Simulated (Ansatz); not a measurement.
# CH5AlOSiTe: how energies converge with the basis set

The task here is to estimate one member of a computed series from the others.

Computed with Ansatz 0.2.0, Gaussian basis. Level: one geometry, several basis sets.

Plan: PBE0-D4/def2-SVP; ωB97M-V/def2-SVP; PBE0-D4/def2-QZVPP; ωB97M-V/def2-QZVPP; the functionals' def2-TZVPP values are taken from earlier runs.

## The geometry

All runs share one geometry, relaxed beforehand with PBE0-D4 in a triple-zeta def2 set. Te takes the def2 core potential; no spin-orbit term is included.

SMILES `O=C[Te][SiH2][AlH2]`, 10 atoms, charge 0, spin multiplicity 1.

Atoms are counted from 1 here; the program's logs count them from 0.

Bond lengths: O1–C2 1.182 Å, C2–Te3 2.187 Å, C2–H6 1.106 Å, Te3–Si4 2.613 Å, Si4–Al5 2.404 Å, Si4–H7 1.487 Å, Si4–H8 1.490 Å, Al5–H9 1.587 Å, Al5–H10 1.581 Å. Angles: O1–C2–Te3 122.7°, O1–C2–H6 124.4°, Te3–C2–H6 112.8°, C2–Te3–Si4 92.3°, Te3–Si4–Al5 69.4°, Te3–Si4–H7 101.7°, Te3–Si4–H8 103.2°, Al5–Si4–H7 124.7°, Al5–Si4–H8 126.7°, H7–Si4–H8 108.6°, Si4–Al5–H9 114.7°, Si4–Al5–H10 118.1°, H9–Al5–H10 126.9°.

As a file:

```
O     1.3639   -0.2577    2.8744
C     0.7133   -0.3240    1.8903
Te    1.5938   -0.5938   -0.0937
Si   -0.7504   -0.8905   -1.2092
Al   -0.2340    1.4413   -0.9382
H    -0.3905   -0.2524    1.8639
H    -0.4115   -1.6987   -2.4109
H    -1.4793   -1.7592   -0.2424
H    -0.7227    2.0726    0.4330
H     0.4005    2.2111   -2.1643
```

Set-up of the first run:

Input file in.yaml:

```yaml
crystal:
  periodic: [false, false, false]
  atoms:
    - {symbol: O, position_ang: [1.363944, -0.257675, 2.874375]}
    - {symbol: C, position_ang: [0.713312, -0.324009, 1.890318]}
    - {symbol: Te, position_ang: [1.593775, -0.593763, -0.093654]}
    - {symbol: Si, position_ang: [-0.750409, -0.890469, -1.209224]}
    - {symbol: Al, position_ang: [-0.234009, 1.441329, -0.938188]}
    - {symbol: H, position_ang: [-0.390478, -0.252406, 1.863883]}
    - {symbol: H, position_ang: [-0.411462, -1.698699, -2.410931]}
    - {symbol: H, position_ang: [-1.479285, -1.759196, -0.242372]}
    - {symbol: H, position_ang: [-0.722675, 2.072551, 0.433025]}
    - {symbol: H, position_ang: [0.400487, 2.211138, -2.164334]}
basis:
  gaussian: {orbitals: def2-SVP}
hamiltonian: {xc: pbe0, dispersion: d4}
output: {orbitals: {seedname: orbitals}}
```

Started as:

```console
ansatz run in.yaml --threads 4 --pin off --events-out ev --progress --plain --max-ram 10444MiB
```

Among the steps run: PBE0-D4 in def2-SVP; ωB97M-V in def2-SVP; PBE0-D4 in def2-QZVPP; ωB97M-V in def2-QZVPP.

One of the session's tables, all rows but one given; the rest of the session is left out.

It belongs to the step «Functionals by basis». 

```
functional       basis  HOMO (eV)  LUMO (eV)
   PBE0-D4    def2-SVP          ?          ?
   PBE0-D4  def2-TZVPP      -7.03      -1.69
   PBE0-D4  def2-QZVPP      -7.03      -1.73
   ωB97M-V    def2-SVP      -8.92       0.33
   ωB97M-V  def2-TZVPP      -8.92       0.11
   ωB97M-V  def2-QZVPP      -8.93      -0.02
```

Q: Estimate the row for PBE0-D4, def2-SVP from the others.

The run gave: HOMO (eV): -7.06; LUMO (eV): -1.56. In the column «HOMO (eV)» it lies between ωB97M-V, def2-TZVPP (-8.92) and PBE0-D4, def2-TZVPP (-7.03).
